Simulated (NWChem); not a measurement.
# the pair ZnHBr···SiH4O: a chain of runs

Wanted: a single-point energy (singlet ZnSiH5BrO, revPBE-D3(0)/def2-SVP), then the energy (singlet ZnHBr, revPBE-D3(0)/def2-SVP), then a single-point energy (singlet SiH4O, revPBE-D3(0)/def2-SVP), then the energy (singlet ZnHBr, revPBE-D3(0)/def2-SVP), then the energy (singlet SiH4O, revPBE-D3(0)/def2-SVP) of BrH5OSiZn and its partners. 

The calculation is run with NWChem 7.3.0.

## Step 1: Starting point

The species is ZnSiH5BrO (9 atoms), meant as a singlet with charge 0. The two molecules were placed rigidly side by side, at 0.85 times their contact distance; the pair isn't optimised.

Bond lengths: Zn1–Br2 2.242 Å, O4–Si5 1.648 Å, Zn1–H3 1.524 Å, O4–H6 0.957 Å, Si5–H7 1.489 Å, Si5–H8 1.481 Å, Si5–H9 1.489 Å. Angles: Br2–Zn1–H3 180.0°, O4–Si5–H7 111.7°, O4–Si5–H8 105.9°, O4–Si5–H9 111.7°, Si5–O4–H6 117.9°, H7–Si5–H8 109.9°, H7–Si5–H9 107.9°, H8–Si5–H9 109.9°.

## Step 2: The energy at revPBE-D3(0)/def2-SVP (run 1)

File test.nw:

```
start test
memory stack 880 mb heap 220 mb global 1100 mb

geometry units atomic noautosym nocenter noautoz
Zn  -0.35936922  -0.16956513  -0.21505083
Br   3.01039041   1.42007249   1.80072002
H   -2.65104009  -1.25048847  -1.58566919
O    5.62076359  -0.95000312  10.87985250
Si   3.32792109   0.48458247   9.33711788
H    7.31027323  -0.35188590  10.63159918
H    3.16347712   3.20956754  10.01876099
H    0.96854133  -0.82418515  10.07736140
H    3.68352975   0.31154025   6.55118915
end

basis spherical bse
* library def2-SVP
end

dft
xc revpbe cpbe96
disp vdw 3
grid fine
convergence energy 1e-08
iterations 100
mulliken
print low
end

task dft energy
```

On the command line:

```bash
$ nwchem test.nw > test.out
```

Standard output:

```text
[...]
 d= 0,ls=0.0,diis     1  -4720.0883568209 -5.23D+03  1.53D-02  7.70D-01     3.4
[...]
 d= 0,ls=0.0,diis    10  -4720.1784473213 -6.73D-09  1.83D-07  4.12D-10    24.3
         Total DFT energy =    -4720.178447321308
      One electron energy =    -7596.104969920093
           Coulomb energy =     2555.951524220153
    Exchange-Corr. energy =     -193.418879211889
 Nuclear repulsion energy =      513.400219145951
    Dispersion correction =       -0.006341555430
[...]
      Total Density - Mulliken Population Analysis
     ---------------------------------------------
    Atom       Charge   Shell Charges
 -----------   ------   -------------------------------------------------------
    1 Zn  30    29.54   2.00  2.00  2.00  1.02  0.03  6.00  6.00  0.57  7.96  1.96  0.00
    2 Br  35    35.31   2.00  2.00  1.99  1.45  0.51  6.00  5.97  2.35  3.02  8.19  1.75  0.09
    3 H    1     1.13   0.69  0.43  0.01
    4 O    8     8.36   1.99  1.07  0.63  2.89  1.76  0.01
    5 Si  14    13.55   2.00  1.98  1.04  0.19  5.92  1.28  0.86  0.28
    6 H    1     0.83   0.69  0.06  0.07
    7 H    1     1.11   0.75  0.35  0.01
    8 H    1     1.10   0.75  0.34  0.01
    9 H    1     1.07   0.75  0.31  0.01
[...]
```

Wall time 25 s (1 thread of Intel Xeon Platinum 8488C (Sapphire Rapids), shared host); peak memory 0.13 GiB.

## Step 3: ZnHBr: a single-point energy at revPBE-D3(0)/def2-SVP (run 2)

File nw.nw:

```
start nw
title "BrHZn"
memory total 2200 mb
charge 0

geometry units au noautosym nocenter noautoz
   Zn    -0.35936922    -0.16956513    -0.21505083
   Br     3.01039041     1.42007249     1.80072002
   H     -2.65104009    -1.25048847    -1.58566919
end

basis spherical bse
   * library def2-SVP
end

dft
   xc revpbe cpbe96
   disp vdw 3
   grid fine
   convergence energy 1e-08
   iterations 100
   mulliken
   print low
end

task dft energy
```

On the command line:

```bash
$ nwchem nw.nw > nw.out
```

Standard output:

```text
[...]
 d= 0,ls=0.0,diis     1  -4353.2360968164 -4.62D+03  1.96D-02  3.17D-01     1.4
[...]
 d= 0,ls=0.0,diis     8  -4353.2756728158  3.35D-09  4.84D-06  6.42D-08     7.4
         Total DFT energy =    -4353.275672815836
      One electron energy =    -6589.403750194283
           Coulomb energy =     2135.413908501248
    Exchange-Corr. energy =     -162.479680600394
 Nuclear repulsion energy =      263.194240831783
    Dispersion correction =       -0.000391354191
[...]
      Total Density - Mulliken Population Analysis
     ---------------------------------------------
    Atom       Charge   Shell Charges
 -----------   ------   -------------------------------------------------------
    1 Zn  30    29.54   2.00  2.00  2.00  1.02  0.03  6.00  6.00  0.57  7.96  1.96  0.00
    2 Br  35    35.32   2.00  2.00  1.99  1.45  0.51  6.00  5.97  2.35  3.03  8.19  1.75  0.09
    3 H    1     1.13   0.69  0.43  0.01
[...]
```

Run time: 8.1 s. Hardware: 1 thread of Intel Xeon Platinum 8488C (Sapphire Rapids), shared host; peak memory 0.12 GiB.

## Step 4: SiH4O: the energy at revPBE-D3(0)/def2-SVP (run 3)

File sp.nw:

```
start sp
memory stack 880 mb heap 220 mb global 1100 mb
charge 0

geometry units angstrom noautosym nocenter noautoz
  O      2.974380    -0.502720     5.757370
  Si     1.761060     0.256430     4.940990
  H      3.868430    -0.186210     5.626000
  H      1.674040     1.698430     5.301700
  H      0.512530    -0.436140     5.332710
  H      1.949240     0.164860     3.466740
end

basis spherical bse
  * library def2-SVP
end

dft
  xc revpbe cpbe96
  disp vdw 3
  grid fine
  convergence energy 1e-08
  iterations 100
  mulliken
  print low
end

task dft
```

On the command line:

```bash
$ nwchem sp.nw > sp.out
```

Standard output:

```text
[...]
 d= 0,ls=0.0,diis     1   -366.8521041342 -4.32D+02  2.52D-02  4.57D-01     0.6
[...]
 d= 0,ls=0.0,diis     8   -366.9043515530  2.12D-09  3.00D-06  5.11D-08     3.7
         Total DFT energy =     -366.904351553048
      One electron energy =     -635.686177940384
           Coulomb energy =      234.961647372282
    Exchange-Corr. energy =      -30.931617002991
 Nuclear repulsion energy =       64.754860472276
    Dispersion correction =       -0.003064454231
[...]
      Total Density - Mulliken Population Analysis
     ---------------------------------------------
    Atom       Charge   Shell Charges
 -----------   ------   -------------------------------------------------------
    1 O    8     8.35   1.99  1.08  0.63  2.89  1.76  0.01
    2 Si  14    13.53   2.00  1.98  1.03  0.18  5.92  1.28  0.85  0.28
    3 H    1     0.83   0.69  0.06  0.07
    4 H    1     1.10   0.75  0.34  0.01
    5 H    1     1.09   0.75  0.33  0.01
    6 H    1     1.10   0.75  0.34  0.01
[...]
```

Run time: 4.5 s. Hardware: 1 thread of Intel Xeon Platinum 8488C (Sapphire Rapids), shared host; peak memory 0.12 GiB.

## Step 5: ZnHBr among ghost functions: the energy at revPBE-D3(0)/def2-SVP (with ghost functions) (run 4)

File m1.nw:

```
start m1
title "BrHZn energy"
memory total 2200 mb
charge 0
geometry units angstrom noautosym nocenter noautoz
 Zn   -0.190170   -0.089730   -0.113800
 Br    1.593030    0.751470    0.952900
 H    -1.402870   -0.661730   -0.839100
 bqO      2.974380    -0.502720     5.757370
 bqSi     1.761060     0.256430     4.940990
 bqH      3.868430    -0.186210     5.626000
 bqH      1.674040     1.698430     5.301700
 bqH      0.512530    -0.436140     5.332710
 bqH      1.949240     0.164860     3.466740
end
basis spherical bse
 Zn library def2-SVP
 Br library def2-SVP
 H library def2-SVP
 bqO library O def2-SVP
 bqSi library Si def2-SVP
 bqH library H def2-SVP
end
dft
 xc revpbe cpbe96
 disp vdw 3
 grid fine
 convergence energy 1e-08
 maxiter 100
 mulliken
 print low
end
task dft energy
```

On the command line:

```bash
$ nwchem m1.nw > m1.out
```

Standard output:

```text
[...]
 d= 0,ls=0.0,diis     1  -4353.2370182501 -4.62D+03  1.11D-02  3.19D-01     3.1
[...]
 d= 0,ls=0.0,diis     8  -4353.2766714656  3.40D-09  2.83D-06  6.47D-08    19.2
         Total DFT energy =    -4353.276671465569
      One electron energy =    -6589.310838399162
           Coulomb energy =     2135.316801954948
    Exchange-Corr. energy =     -162.476503542762
 Nuclear repulsion energy =      263.194259875654
    Dispersion correction =       -0.000391354247
[...]
      Total Density - Mulliken Population Analysis
     ---------------------------------------------
    Atom       Charge   Shell Charges
 -----------   ------   -------------------------------------------------------
    1 Zn  30    29.54   2.00  2.00  2.00  1.02  0.03  6.00  6.00  0.57  7.96  1.96  0.00
    2 Br  35    35.31   2.00  2.00  1.99  1.45  0.51  6.00  5.97  2.35  3.02  8.19  1.75  0.09
    3 H    1     1.13   0.69  0.43  0.01
    4 X    0    -0.00  -0.00  0.00 -0.00  0.00 -0.00 -0.00
    5 X    0     0.02   0.00  0.00 -0.00  0.01  0.00 -0.00  0.01  0.00
    6 X    0    -0.00   0.00 -0.00 -0.00
    7 X    0    -0.00  -0.00 -0.00 -0.00
    8 X    0    -0.00   0.00 -0.00 -0.00
    9 X    0    -0.00  -0.00 -0.00 -0.00
[...]
```

Wall time 20 s (1 thread of Intel Xeon Platinum 8488C (Sapphire Rapids), shared host); peak memory 0.13 GiB.

## Step 6: SiH4O among ghost functions: the energy at revPBE-D3(0)/def2-SVP (with ghost functions) (run 5)

File mol.nw:

```
start mol
memory 2200 mb
charge 0

geometry noautosym nocenter noautoz
O        2.974380      -0.502720       5.757370
Si       1.761060       0.256430       4.940990
H        3.868430      -0.186210       5.626000
H        1.674040       1.698430       5.301700
H        0.512530      -0.436140       5.332710
H        1.949240       0.164860       3.466740
bqZn    -0.190170    -0.089730    -0.113800
bqBr     1.593030     0.751470     0.952900
bqH     -1.402870    -0.661730    -0.839100
end

basis spherical bse
O library def2-SVP
Si library def2-SVP
H library def2-SVP
bqZn library Zn def2-SVP
bqBr library Br def2-SVP
bqH library H def2-SVP
end

dft
xc revpbe cpbe96
disp vdw 3
grid fine
convergence energy 1e-08
iterations 100
mulliken
noprint "final vectors analysis"
end

task dft
```

On the command line:

```bash
$ nwchem mol.nw > mol.out
```

Standard output:

```text
[...]
          Wavefunction type:  closed shell.
          No. of atoms     :     9
          No. of electrons :    26
[...]
          Charge           :     0
          Spin multiplicity:     1
[...]
          AO basis - number of functions:   120
[...]
              XC Information
              --------------
                        RevPBE Exchange Functional  1.000
            Perdew 1991 LDA Correlation Functional  1.000 local
           PerdewBurkeErnz. Correlation Functional  1.000 non-local
[...]
 d= 0,ls=0.0,diis     1   -366.8522120685 -4.32D+02  1.09D-02  4.58D-01     2.2
[...]
 d= 0,ls=0.0,diis     8   -366.9044883975  2.12D-09  1.31D-06  5.18D-08    15.1
         Total DFT energy =     -366.904488397506
      One electron energy =     -635.679598317235
           Coulomb energy =      234.954304119874
    Exchange-Corr. energy =      -30.930990218189
 Nuclear repulsion energy =       64.754860472276
    Dispersion correction =       -0.003064454231
[...]
      Total Density - Mulliken Population Analysis
     ---------------------------------------------
    Atom       Charge   Shell Charges
 -----------   ------   -------------------------------------------------------
    1 O    8     8.35   1.99  1.08  0.63  2.89  1.76  0.01
    2 Si  14    13.54   2.00  1.98  1.03  0.19  5.92  1.28  0.86  0.28
    3 H    1     0.82   0.69  0.06  0.07
    4 H    1     1.10   0.75  0.34  0.01
    5 H    1     1.09   0.75  0.33  0.01
    6 H    1     1.09   0.75  0.33  0.01
    7 X    0     0.00   0.00  0.00  0.00 -0.00  0.00  0.00 -0.00  0.00 -0.00  0.00 -0.00
    8 X    0     0.00   0.00  0.00  0.00 -0.00  0.00 -0.00  0.00 -0.00  0.00  0.00 -0.00  0.00
    9 X    0    -0.00   0.00 -0.00 -0.00
[...]
```

Run time: 16 s. Hardware: 1 thread of Intel Xeon Platinum 8488C (Sapphire Rapids), shared host; peak memory 0.13 GiB.

## Step 7: Outcome

```
                                                                                                                  quantity           value
                                                                                run 1, revPBE-D3(0)/def2-SVP: total energy  -4720.17845 Eh
                                                                           run 1, revPBE-D3(0)/def2-SVP: dispersion energy   -16.65 kJ/mol
                                                                                                       ZnHBr: total energy  -4353.27567 Eh
                                                                                                  ZnHBr: dispersion energy    -1.03 kJ/mol
                                                                                                       SiH4O: total energy   -366.90435 Eh
                                                                                                  SiH4O: dispersion energy    -8.05 kJ/mol
                                                                                 ZnHBr among ghost functions: total energy  -4353.27667 Eh
                                                                            ZnHBr among ghost functions: dispersion energy    -1.03 kJ/mol
                                                                                 SiH4O among ghost functions: total energy   -366.90449 Eh
                                                                                SiH4O among ghost functions: dipole moment          1.34 D
                                                                            SiH4O among ghost functions: dispersion energy    -8.05 kJ/mol
              interaction energy of the rigid parts ZnHBr and SiH4O (parts in their own basis; closest atoms 2.61 Å apart)        0.043 eV
interaction energy of the rigid parts ZnHBr and SiH4O (parts in the whole basis, counterpoise; closest atoms 2.61 Å apart)        0.074 eV
```

**Reading.** The interaction energy of the rigid parts ZnHBr and SiH4O (parts in their own basis; closest atoms 2.61 Å apart) is 0.04 eV (1.0 kcal/mol): the parts repel at this shape. Without counterpoise this holds the superposition error of the basis. The interaction energy of the rigid parts ZnHBr and SiH4O (parts in the whole basis, counterpoise; closest atoms 2.61 Å apart) is 0.07 eV (7.1 kJ/mol): the parts repel at this shape. The basis-set superposition error is 3.0 kJ/mol. Mulliken charges (run 1, revPBE-D3(0)/def2-SVP) run from -0.36 on O4 to +0.46 on Zn1. Mulliken charges (SiH4O) run from -0.35 on O1 to +0.47 on Si2; they depend strongly on the basis.
